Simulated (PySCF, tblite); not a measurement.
# CH₅O₂Si₂ radical, a small gas-phase stand-in for a defect centre (silica 2-ring): EPR parameters

Wanted: the EPR parameters for `[CH2][SiH]1O[SiH2]O1`. It is drawn as: carbon radical.

Computed with tblite 0.8.0 and PySCF 2.14.0; each step states its level. No surroundings beyond the atoms listed, unless a continuum is named. Atoms count from 0, parts from 1.

### Step 1. The system as given

10 atoms, charge 0, multiplicity 2; geometry: distance geometry start.

### Step 2. Geometry optimisation with GFN2-xTB

The job: settings as JSON, then the geometry in Å.

```
{"job": {"kind": "relax", "xc": "GFN2-xTB", "basis": "xTB"}, "charge": 0, "multiplicity": 2}
O     -0.947308     0.725472     0.553703
Si    -1.796846    -0.505084    -0.275752
O     -0.412917    -0.585789    -1.293331
Si     0.493849    -0.094798     0.104788
C      1.972580     1.002386    -0.274995
H     -1.989990    -1.667345     0.621817
H     -3.007529    -0.069436    -0.958332
H      0.749756    -1.160493     1.060515
H      1.974249     1.914843     0.380997
H      2.908321     0.429063    -0.060819
```

Level: GFN2-xTB geometry optimisation, gas phase.

The run is started by

```console
$ OMP_NUM_THREADS=1 python cluster_run.py task.json out
```

One launch serves the whole session: the jobs run in the order shown.

**Question.** The jobs that follow are: PBE0-D3(BJ)/def2-SVP geometry optimisation, gas phase; UKS B3LYP, IGLO-III on C O Si, pcH-1 on H, non-relativistic, mean-field spin-orbit, GIAO; UKS BHandHLYP, IGLO-III on C O Si, pcH-1 on H, non-relativistic, mean-field spin-orbit, GIAO. Predict: point group; rotational constants (main isotopes); g(iso) (B3LYP); ⟨S²⟩; largest a(iso) (averaged by class).

The runs gave:

```
                            quantity                 value
                         point group                    Cs
rotational constants (main isotopes)  7.36, 2.55, 2.29 GHz
                      g(iso) (B3LYP)               2.00252
                                ⟨S²⟩    0.753 (exact 0.75)
  largest a(iso) (averaged by class)   13C on C4, 70.1 MHz
```

The start of the PBE0/def2-SVP relaxation was shaken at random by about 0.01 Å, so part of the energy gained, and of the first lengths quoted, undoes that. Relaxing lowered the energy by 0.317 eV in 5 steps; the close pair that moved most is Si1–H5, from 1.436 to 1.487 Å (PBE0/def2-SVP). No frequency check was run at this level, so the end point may be a saddle. C4 carries the largest spin population, 1.02 e. The isotropic g lies 0.2 ppt above the free-electron value. The coupling of 13C on C4 runs from 70.1 (B3LYP/IGLO-III+pcH-1) to 89.9 MHz (BHandHLYP/IGLO-III+pcH-1).
